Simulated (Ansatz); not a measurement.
## Ta3N in Ansatz: the effect of functional

Ta3N:

```
CELL_PARAMETERS angstrom
3.05231 0.00000 0.00000
-1.52615 2.64337 0.00000
0.00000 0.00000 7.57397
ATOMIC_POSITIONS crystal
Ta 0.66667 0.33333 0.82607
Ta 0.33333 0.66667 0.17393
Ta 0.00000 0.00000 0.50000
N 0.00000 0.00000 0.00000
```

The cell comes from a database or a generator and needn't be the stable form of this composition.

The cell isn't the ideal one: volume scaled by 1.02.

Alike in all runs:

```yaml
Program: Ansatz 0.2.0
Task: single point
Potentials_or_basis: Ansatz PAW
k_mesh: 10 × 10 × 4
Occupations: fermi-dirac, width 0.05 eV
Spin: no spin polarisation
```

| functional | cutoff | pressure (GPa) | largest force (eV/Å) |
| --- | --- | --- | --- |
| LDA | 420 eV (not typed: the program's choice for these potentials) | ? | ? |
| r2SCAN | 500 eV (not typed: the program's choice for these potentials) | -8.7 | 0.18 |
| PBE | 420 eV (not typed: the program's choice for these potentials) | -5.4 | 0.25 |

What does the run with functional LDA give?

Pressure -17.5 GPa; largest force 0.64 eV/Å.

Caveats: the PAW data sets come from PBE, with cores solved anew for the run's functional, which leaves a small shift of forces and pressure (some runs).
